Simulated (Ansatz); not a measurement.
AlBH₄SeSi, SMILES [AlH2][B]1[SiH2][Se]1, a rigid scan of one bond length

Computed with Ansatz's Python interface.

Run as a notebook:

In [1]:
```python
import warnings

import ansatz as az
from ase import Atoms
import numpy as np

warnings.simplefilter("ignore", az.DeckWarning)
```

In [2]:
```python
atoms = Atoms(["Al", "B", "Si", "Se", "H", "H", "H", "H"], positions=[
    (-0.8772, 1.7487, -0.4124),
    (-0.0699, -0.0859, -0.4094),
    (0.8023, -1.5418, 0.5958),
    (0.5661, -1.8252, -1.4567),
    (-1.5103, 2.3836, -1.8018),
    (-1.0031, 2.6616, 0.9228),
    (2.2364, -1.1819, 0.9925),
    (-0.0522, -2.2161, 1.5134),
])
mol = az.Crystal.molecule_from_ase(atoms)

symbols = [site.symbol for site in mol.cartesian_sites]
start = np.array([site.position_ang for site in mol.cartesian_sites])
axis = (start[0] - start[1]) / np.linalg.norm(start[0] - start[1])
moving = [0, 4, 5]
lengths, energies = [1.764, 1.844, 1.924, 2.004, 2.085, 2.165, 2.245, 2.365], []
for length in lengths:
    xyz = start.copy()
    xyz[moving] += (length - np.linalg.norm(start[0] - start[1])) * axis
    point = az.Crystal.molecule()
    for symbol, xyz in zip(symbols, xyz):
        point = point.atom(symbol, xyz.tolist())
    calculation = (
        point.calculation()
        .basis(gaussian="def2-SVP")
        .functional("B3LYP")
    )
    rep = calculation.run().report
    energies.append(rep["free_energy_ev"])
    print(f"r = {length:6.3f} A  E = {energies[-1]:.5f} eV  <S^2> = {abs(rep['mean_field']['state']['spin_squared']):.3f}")
```
```text
r =  1.764 A  E = -80552.01054 eV  <S^2> = 0.000
r =  1.844 A  E = -80552.50970 eV  <S^2> = 0.000
r =  1.924 A  E = -80552.82501 eV  <S^2> = 0.000
r =  2.004 A  E = -80553.00081 eV  <S^2> = 0.000
r =  2.085 A  E = -80553.07183 eV  <S^2> = 0.000
r =  2.165 A  E = -80553.06312 eV  <S^2> = 0.000
r =  2.245 A  E = -80552.99651 eV  <S^2> = 0.000
r =  2.365 A  E = -80552.82116 eV  <S^2> = 0.000
```

In [3]:
```python
# quartic fit about the minimum
fit = np.polynomial.Polynomial.fit(lengths, np.array(energies) - min(energies), 4).convert()
roots = [r.real for r in fit.deriv().roots() if abs(r.imag) < 1e-9 and fit.deriv(2)(r.real) > 0]
r_e = min(roots, key=lambda r: abs(r - lengths[int(np.argmin(energies))]))
print(f"minimum of the fit at {r_e:.4f} A, force constant {fit.deriv(2)(r_e):.2f} eV/A^2")
```
```text
minimum of the fit at 2.1134 A, force constant 10.77 eV/A^2
```

Notes:
- Total energies depend on the basis set; only differences at equal settings carry meaning.
- The rest of the molecule is held rigid at a force-field or estimated start geometry, and the basis set is modest; single-reference methods fail as a bond breaks.
- b3lyp holds the VWN-RPA fit, as in Gaussian; the form of ORCA and Turbomole is b3lyp5.
- The orbitals are restricted, so S² is zero by construction.
- The whole script took 29 s on 1 thread of Arm Neoverse V2, with other jobs on the host, peak memory 0.29 GiB.

(Lines on the test bed's own set-up are left out of the output.)
